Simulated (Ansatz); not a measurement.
This script makes a check of PAW against all-electron LAPW of In, space group Im-3m with the Ansatz DFT code, driven from Python.

Script `in_paw_lapw.py`:
```python
'''PAW against all-electron LAPW for In.'''

import ansatz as az
import numpy as np

FUNCTIONAL = 'PBEsol'
K_SPACING = 0.52
SIGMA = 0.05
TOLERANCE = 1e-07
MAX_SCF = 60


def count_gap(report):
    # lowest empty less highest filled band, counting bands; zero where they overlap
    return max(report.get('gap_by_band_count_ev') or 0.0, 0.0)

lattice = az.Lattice.of(
    (-1.882525, 1.882525, 1.882525),
    (1.882525, -1.882525, 1.882525),
    (1.882525, 1.882525, -1.882525),
)
sites = [
    ('In', (0.0, 0.0, 0.0)),
]
xtal = az.Crystal(lattice=lattice)
for symbol, position in sites:
    xtal = xtal.atom(symbol, position)

model = xtal.calculation()
model = model.functional(FUNCTIONAL)
model = model.kpoints(spacing=K_SPACING).occupations(az.OccupationsMethod.COLD, width=SIGMA)
model = model.scf(tolerance=TOLERANCE, max_iterations=MAX_SCF)
model = model.stress()
model = model.forces().band_table()
variants = {
    'PAW': model.pseudopotentials('paw'),
    'LAPW': model.pseudopotentials('all_electron', lapw=True),
}
# totals differ by the cores that each treatment holds, so compare what does not depend on them
rows = []
for label, variant in variants.items():
    data = variant.run().report
    levels = np.array(data['eigenvalues_ev'][0]) - data['fermi_energy_ev']
    print(label, 'levels at the first k-point near E_F:', np.round(levels[np.abs(levels) < 5], 3))
    rows.append((label, data['n_electrons'], np.trace(data['stress_gpa']) / 3, count_gap(data)))
for row in rows:
    print('; '.join(f'{name} = {round(v, 4) if isinstance(v, float) else v}' for name, v in zip(['treatment', 'electrons in bands', 'P GPa', 'gap by band count eV'], row)))
```

How well do the two treatments of the cores agree on the pressure?

PAW gives -1.822 GPa and LAPW -1.817 GPa, 0.005 GPa apart. They took 0.4 and 1.4 s of processor time.

The output:

```console
$ python in_paw_lapw.py
DeckWarning: basis.ecutwfc = 420 eV, auto-derived from the records' recommended cutoffs: set by In (normal level)
DeckWarning: output.stress: scf.convergence.dr2_threshold = 1e-7 eV (the SCF's general default) is looser than the 1e-10 eV advised for a printed stress (1e-10 eV for each atom of the cell: 1). What [...]
PAW levels at the first k-point near E_F: []
LAPW levels at the first k-point near E_F: []
treatment = PAW; electrons in bands = 13.0; P GPa = -1.822; gap by band count eV = 0.0
treatment = LAPW; electrons in bands = 21.0; P GPa = -1.8168; gap by band count eV = 0.0
```
(Warnings from the package without file and line, shortened.)

Notes:
- These settings explore the input space; cutoff and mesh may be short of convergence.
- For a metal this mesh is far too coarse, so the numbers only illustrate the procedure.
- A gap by band count of zero or less means overlapping bands, a metal, and at an odd count of electrons it is no gap at all.
- This isn't the structure that In takes at ambient conditions.
- Gaps and levels are Kohn-Sham values on a finite set of k-points, without spin-orbit coupling.
- Pressure is positive in compression; the treatments may keep other shells as core, so totals and counts of electrons can differ.
- Run time: 2.6 s on 1 thread of Intel(R) Xeon(R) Processor @ 2.30GHz, with other jobs on the host, peak memory 0.49 GiB.
